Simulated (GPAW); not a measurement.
# Mg3ZnC (Pm-3m) in GPAW: reference runs

Reference runs on Mg3ZnC: the cell as given.

All numbers are computed with GPAW 26.7.0; they aren't measurements. Logs are shortened: lines on timing, memory, paths and dates and some standing lists are left out, and cuts for length are marked. The log counts tension as positive stress, the text compression.

**1. The structure**

Symmetry: Pm-3m, No. 221, cubic system. Conventional cell: a = 4.407 Å, b = 4.407 Å, c = 4.407 Å, α = 90.00°, β = 90.00°, γ = 90.00°. Zn (site symmetry m-3m) has 12 Mg at 3.12 Å as nearest neighbours. Mg (site symmetry 4/mmm) is surrounded by 2 C at 2.20 Å. Around C (site symmetry m-3m) lie 6 Mg at 2.20 Å.

The cell comes from a database or a generator and needn't be the stable form of this composition.

**2. Single point, PBE**

Contents of run.py:

```python
from ase import Atoms
from ase.dft.bandgap import bandgap
from ase.io import write
from ase.units import GPa
from gpaw import GPAW, PW

atoms = Atoms(['Zn', 'Mg', 'Mg', 'Mg', 'C'],
              cell=[[4.406931, 0.0, 0.0],
                    [0.0, 4.406931, 0.0],
                    [0.0, 0.0, 4.406931]],
              scaled_positions=[[0.0, 0.0, 0.0],
                                [0.5, 0.0, 0.5],
                                [0.5, 0.5, 0.0],
                                [0.0, 0.5, 0.5],
                                [0.5, 0.5, 0.5]],
              pbc=True)

calc = GPAW(mode=PW(800),
            xc='PBE',
            kpts={'size': (6, 6, 6), 'gamma': True},
            occupations={'name': 'fermi-dirac', 'width': 0.05},
            nbands=38,
            convergence={'density': 1e-05, 'energy': 1e-05},
            maxiter=150,
            txt='gpaw.txt')
atoms.calc = calc
energy = atoms.get_potential_energy()
forces = atoms.get_forces()
stress = atoms.get_stress()
calc.write('gs.gpw')
write('result.traj', atoms)
print(f'Energy: {energy:.6f} eV')
print('Forces (eV/A):')
print(forces.round(4))
print('Stress (GPa):', (stress / GPa).round(3))
print('Fermi level:', round(calc.get_fermi_level(), 4), 'eV')
print(f'Gap: {bandgap(calc)[0]:.4f} eV, direct: {bandgap(calc, direct=True)[0]:.4f} eV')
```

Potentials or basis: GPAW PAW data sets (gpaw-data 1.2.1), pw.

The run is started by

```
> OMP_NUM_THREADS=1 python run.py
```

gpaw.txt:

```text
__  _  _
 | _ |_)|_||  |
 |__||  | ||/\| - 26.7.0

Input parameters:
  mode=PW(ecut=800.0),
  convergence={'density': 1e-05, 'energy': 1e-05},
  kpts=MonkhorstPack(size=(6, 6, 6), gamma=True),
  maxiter=150,
  nbands=38,
  occupations=Occupations(name='fermi-dirac', width=0.05),
  xc=XC(name='PBE')

Diagonalizing LCAO Hamiltonian
Converting LCAO to pw mode
    .----------.
   /|          |
  / |          |
 *  |          |
 | Mg   C      |
 |  .----------.
 | /   Mgg    /
 |/          /
 Zn---------*

Atoms  # Å, Bohr magnetons
|   | symbol |        x |        y |        z |    initial magnetic moments |
|---|--------|----------|----------|----------|-----------------------------|
| 0 |     Zn | 0.000000 | 0.000000 | 0.000000 | ( 0.0000,  0.0000,  0.0000) |
| 1 |     Mg | 2.203466 | 0.000000 | 2.203466 | ( 0.0000,  0.0000,  0.0000) |
| 2 |     Mg | 2.203466 | 2.203466 | 0.000000 | ( 0.0000,  0.0000,  0.0000) |
| 3 |     Mg | 0.000000 | 2.203466 | 2.203466 | ( 0.0000,  0.0000,  0.0000) |
| 4 |      C | 2.203466 | 2.203466 | 2.203466 | ( 0.0000,  0.0000,  0.0000) |

Unit cell  # Å
| periodic |        x |        y |        z |  lengths |    angles |
|----------|----------|----------|----------|----------|-----------|
|      yes | 4.406931 | 0.000000 | 0.000000 | 4.406931 | 90.000000 |
|      yes | 0.000000 | 4.406931 | 0.000000 | 4.406931 | 90.000000 |
|      yes | 0.000000 | 0.000000 | 4.406931 | 4.406931 | 90.000000 |

Number of symmetries: 48
Symmetry operations  # r_c * U_cc + t_c -> r_c
|    | kind |            matrix            |
|----|------|------------------------------|
|  0 |  E   |  1, 0, 0,  0, 1, 0,  0, 0, 1 |
|  1 |  σ   |  1, 0, 0,  0, 1, 0,  0, 0,-1 |
|  2 |  σ   |  1, 0, 0,  0, 0, 1,  0, 1, 0 |
|  3 |  C4  |  1, 0, 0,  0, 0, 1,  0,-1, 0 |
|  4 |  C4  |  1, 0, 0,  0, 0,-1,  0, 1, 0 |
|  5 |  σ   |  1, 0, 0,  0, 0,-1,  0,-1, 0 |
|  6 |  σ   |  1, 0, 0,  0,-1, 0,  0, 0, 1 |
|  7 |  C2  |  1, 0, 0,  0,-1, 0,  0, 0,-1 |
|  8 |  σ   |  0, 1, 0,  1, 0, 0,  0, 0, 1 |
|  9 |  C2  |  0, 1, 0,  1, 0, 0,  0, 0,-1 |
| 10 |  C3  |  0, 1, 0,  0, 0, 1,  1, 0, 0 |
| 11 |  S6  |  0, 1, 0,  0, 0, 1, -1, 0, 0 |
| 12 |  S6  |  0, 1, 0,  0, 0,-1,  1, 0, 0 |
| 13 |  C3  |  0, 1, 0,  0, 0,-1, -1, 0, 0 |
| 14 |  C4  |  0, 1, 0, -1, 0, 0,  0, 0, 1 |
| 15 |  S4  |  0, 1, 0, -1, 0, 0,  0, 0,-1 |
| 16 |  C3  |  0, 0, 1,  1, 0, 0,  0, 1, 0 |
| 17 |  S6  |  0, 0, 1,  1, 0, 0,  0,-1, 0 |
| 18 |  σ   |  0, 0, 1,  0, 1, 0,  1, 0, 0 |
| 19 |  C4  |  0, 0, 1,  0, 1, 0, -1, 0, 0 |
| 20 |  C2  |  0, 0, 1,  0,-1, 0,  1, 0, 0 |
| 21 |  S4  |  0, 0, 1,  0,-1, 0, -1, 0, 0 |
| 22 |  S6  |  0, 0, 1, -1, 0, 0,  0, 1, 0 |
| 23 |  C3  |  0, 0, 1, -1, 0, 0,  0,-1, 0 |
| 24 |  S6  |  0, 0,-1,  1, 0, 0,  0, 1, 0 |
| 25 |  C3  |  0, 0,-1,  1, 0, 0,  0,-1, 0 |
| 26 |  C4  |  0, 0,-1,  0, 1, 0,  1, 0, 0 |
| 27 |  σ   |  0, 0,-1,  0, 1, 0, -1, 0, 0 |
| 28 |  S4  |  0, 0,-1,  0,-1, 0,  1, 0, 0 |
| 29 |  C2  |  0, 0,-1,  0,-1, 0, -1, 0, 0 |
| 30 |  C3  |  0, 0,-1, -1, 0, 0,  0, 1, 0 |
| 31 |  S6  |  0, 0,-1, -1, 0, 0,  0,-1, 0 |
| 32 |  C4  |  0,-1, 0,  1, 0, 0,  0, 0, 1 |
| 33 |  S4  |  0,-1, 0,  1, 0, 0,  0, 0,-1 |
| 34 |  S6  |  0,-1, 0,  0, 0, 1,  1, 0, 0 |
| 35 |  C3  |  0,-1, 0,  0, 0, 1, -1, 0, 0 |
| 36 |  C3  |  0,-1, 0,  0, 0,-1,  1, 0, 0 |
| 37 |  S6  |  0,-1, 0,  0, 0,-1, -1, 0, 0 |
| 38 |  σ   |  0,-1, 0, -1, 0, 0,  0, 0, 1 |
| 39 |  C2  |  0,-1, 0, -1, 0, 0,  0, 0,-1 |
| 40 |  σ   | -1, 0, 0,  0, 1, 0,  0, 0, 1 |
| 41 |  C2  | -1, 0, 0,  0, 1, 0,  0, 0,-1 |
| 42 |  C2  | -1, 0, 0,  0, 0, 1,  0, 1, 0 |
| 43 |  S4  | -1, 0, 0,  0, 0, 1,  0,-1, 0 |
| 44 |  S4  | -1, 0, 0,  0, 0,-1,  0, 1, 0 |
| 45 |  C2  | -1, 0, 0,  0, 0,-1,  0,-1, 0 |
| 46 |  C2  | -1, 0, 0,  0,-1, 0,  0, 0, 1 |
| 47 |  i   | -1, 0, 0,  0,-1, 0,  0, 0,-1 |

BZ-sampling:
  Number of BZ points: 216
  Number of IBZ points: 20

  Monkhorst-Pack size: [6, 6, 6]
  Monkhorst-Pack shift: [0.08333333333333333, 0.08333333333333333, 0.08333333333333333]

K-points  # in reciprocal-cell coordinates
|     |                                coordinates |     weight |
|-----|--------------------------------------------|------------|
|   0 | (  0.00000000,   0.00000000,   0.00000000) | 0.00462963 |
|   1 | (  0.16666667,   0.00000000,   0.00000000) | 0.02777778 |
|   2 | (  0.16666667,   0.16666667,   0.00000000) | 0.05555556 |
|   3 | (  0.16666667,   0.16666667,   0.16666667) | 0.03703704 |
|   4 | (  0.33333333,   0.00000000,   0.00000000) | 0.02777778 |
|   5 | (  0.33333333,   0.16666667,   0.00000000) | 0.11111111 |
|   6 | (  0.33333333,   0.16666667,   0.16666667) | 0.11111111 |
|   7 | (  0.33333333,   0.33333333,   0.00000000) | 0.05555556 |
|   8 | (  0.33333333,   0.33333333,   0.16666667) | 0.11111111 |
|   9 | (  0.33333333,   0.33333333,   0.33333333) | 0.03703704 |
| ... |                                            |            |
|  19 | (  0.50000000,   0.50000000,   0.50000000) | 0.00462963 |

Plane wave coefficients: 4436
Cutoff: 800.0 eV

Spin-components: 1 (collinear spins)
Bands:           38
Projectors:      26
Spin-degeneracy: 2
Datatype:        complex128

Parallelization:
  kpt:    1
  domain: 1
  band:   1

Density:
  Valence electrons: 46.0
  Components: 1
  Grid points: [30 30 30]
  Charge: 0.0  # |e|

Potential:
  Grid points: [30 30 30]

species:
  Zn:
    name:    Zinc
    Z:       30.0
    valence: 12
    core:    18
    charge:  0.0  # [|e|]
    compensation charges:
      type: gauss
      rc: 0.37  # [Å]
      lmax: 2
    cutoffs:
      filter: 2.14  # [Å]
      core: 2.28  # [Å]
    projectors
    | kind |    occ | energy [eV] | rcut [Å] |
    |------|--------|-------------|----------|
    |   4s |  2.000 |      -5.977 |    1.286 |
    |   4p |  0.000 |      -1.117 |    1.270 |
    |   3d | 10.000 |     -10.142 |    1.180 |
    |    s |        |      21.234 |    1.286 |
    |    p |        |      26.095 |    1.270 |
    |    d |        |      17.070 |    1.180 |

    Using partial waves for Zn as LCAO basis

  Mg:
    name:    Magnesium
    Z:       12.0
    valence: 10
    core:    2
    charge:  0.0  # [|e|]
    compensation charges:
      type: gauss
      rc: 0.33  # [Å]
      lmax: 2
    cutoffs:
      filter: 1.86  # [Å]
      core: 0.54  # [Å]
    projectors
    | kind |    occ | energy [eV] | rcut [Å] |
    |------|--------|-------------|----------|
    |   2s |  2.000 |     -79.840 |    1.090 |
    |   3s |  2.000 |      -4.705 |    1.090 |
    |   2p |  6.000 |     -46.613 |    1.085 |
    |   3p |  0.000 |      -1.330 |    1.085 |
    |    d |        |       0.000 |    1.037 |

    Using partial waves for Mg as LCAO basis

  C:
    name:    Carbon
    Z:       6.0
    valence: 4
    core:    2
    charge:  0.0  # [|e|]
    compensation charges:
      type: gauss
      rc: 0.20  # [Å]
      lmax: 2
    cutoffs:
      filter: 1.14  # [Å]
      core: 1.14  # [Å]
    projectors
    | kind |    occ | energy [eV] | rcut [Å] |
    |------|--------|-------------|----------|
    |   2s |  2.000 |     -13.751 |    0.635 |
    |   2p |  2.000 |      -5.284 |    0.635 |
    |    s |        |      13.461 |    0.635 |
    |    p |        |      21.927 |    0.635 |
    |    d |        |       0.000 |    0.635 |

    Using partial waves for C as LCAO basis

Reference energy: -66237.889434  # eV

eigensolver:
  PPCG
  Converge bands: occupied
  niter=2

density mixing:
  MSR1-Mixer
  Pratt-step length: 0.05
  Maximum mixing coefficient: 0.75
  Old densities: 10
  SVD Regularization: 0.005
  Good broyden scale: 1.0
  Trust region scale: 1.0
  Backstep threshold: 4.0
  History deletion threshold: 6.0
  Fourier metric: weight=20.0, sigma=0.015

occupation numbers:
  Fermi-Dirac:
    width: 0.0500  # eV

poisson solver:
  ecut: 6400.0  # eV

xc functional:
  name: PBE with 2 nearest neighbor stencil

convergence criteria:
[... 6 lines left out ...]
|iter     | |      energy | eigst |  dens |
|---------|-|-------------|-------|-------|
|iter:   1| |  -18.290622 | +0.41 |       |
|iter:   2| |  -16.858362 | -1.65 | -1.09 |
|iter:   3| |  -14.437147 | -1.46 | -1.17 |
|iter:   4| |  -14.401665 | -2.55 | -1.68 |
|iter:   5| |  -14.411824 | -2.46 | -1.86 |
|iter:   6| |  -14.408645 | -3.97 | -2.59 |
|iter:   7| |  -14.408537 | -4.89 | -3.13 |
|iter:   8| |  -14.408556c| -5.38 | -3.46 |
|iter:   9| |  -14.408534c| -6.53 | -4.03 |
|iter:  10| |  -14.408539c| -8.03c| -4.56 |
|iter:  11| |  -14.408539c| -8.13c| -5.31c|

Converged in 11 steps
Energy contributions relative to reference atoms: (reference = -66237.889434)

Energy contributions:
  Kinetic:           0.765557
  Coulomb:           4.835877
  Zero:             -0.080428
  External:          0.000000
  Xc:              -19.923899
  Entropy:          -0.011294
  Spinorbit:         0.000000
  ----------------------------
  Free energy:     -14.414187
  Extrapolated:    -14.408539

dipole moment: (-14.884276, -14.884276, -14.884276)  # |e|*Ang

Fermi level: 4.566
Eigenvalues  # (at kpt = [0.000, 0.000, 0.000])
| band index |      eig [eV] | occ [0-2] |
|------------|---------------|-----------|
|          0 |       -71.019 |     2.000 |
|        ... |               |           |
|         14 |        -2.564 |     2.000 |
|         15 |        -2.508 |     2.000 |
|         16 |        -2.508 |     2.000 |
|         17 |        -2.508 |     2.000 |
|         18 |        -0.644 |     2.000 |
|         19 |         1.917 |     2.000 |
[... 8 lines left out ...]
|         28 |        11.428 |     0.000 |
|         29 |        11.428 |     0.000 |
|        ... |               |           |
|         37 |        17.430 |     0.000 |

No gap
No difference between direct/indirect transitions

Forces  # eV/Ang
|        x |        y |        z |
|----------|----------|----------|
|  0.00000 |  0.00000 |  0.00000 |  # Zn   0
| -0.00000 |  0.00000 | -0.00000 |  # Mg   1
| -0.00000 | -0.00000 |  0.00000 |  # Mg   2
|  0.00000 | -0.00000 | -0.00000 |  # Mg   3
|  0.00000 |  0.00000 |  0.00000 |  # C    4

Stress tensor  # eV/Ang^3
|        x |        y |        z |
|----------|----------|----------|
| 0.001694 | 0.000000 | 0.000000 |
| 0.000000 | 0.001694 | 0.000000 |
| 0.000000 | 0.000000 | 0.001694 |

# Writing to gs.gpw (mode='')
```

Wall time 46 s (1 thread of Intel Xeon at 2.80GHz (Skylake/Cascade Lake), shared host); peak memory 0.26 GiB.

What came out:

| Property | Result |
| --- | --- |
| Free energy | -14.4142 eV |
| Pressure | -0.3 GPa |
| Band gap on the k mesh | none (metal or under the smearing width) |

Levels at points of the mesh, in eV from the Fermi level:
| k point | band 21 | band 22 | band 23 | band 24 | band 25 | band 26 |
| --- | --- | --- | --- | --- | --- | --- |
| (0.00, 0.00, 0.00) | -2.65 | -2.65 | 1.64 | 1.64 | 2.68 | 2.68 |
| (0.50, 0.00, 0.00) | -2.15 | -2.06 | -1.04 | 1.34 | 1.34 | 2.97 |
| (0.50, 0.50, 0.00) | -4.36 | -1.95 | 0.91 | 0.91 | 2.09 | 2.80 |
| (0.50, 0.50, 0.50) | -3.36 | -3.08 | -1.76 | -1.76 | -1.76 | 4.93 |
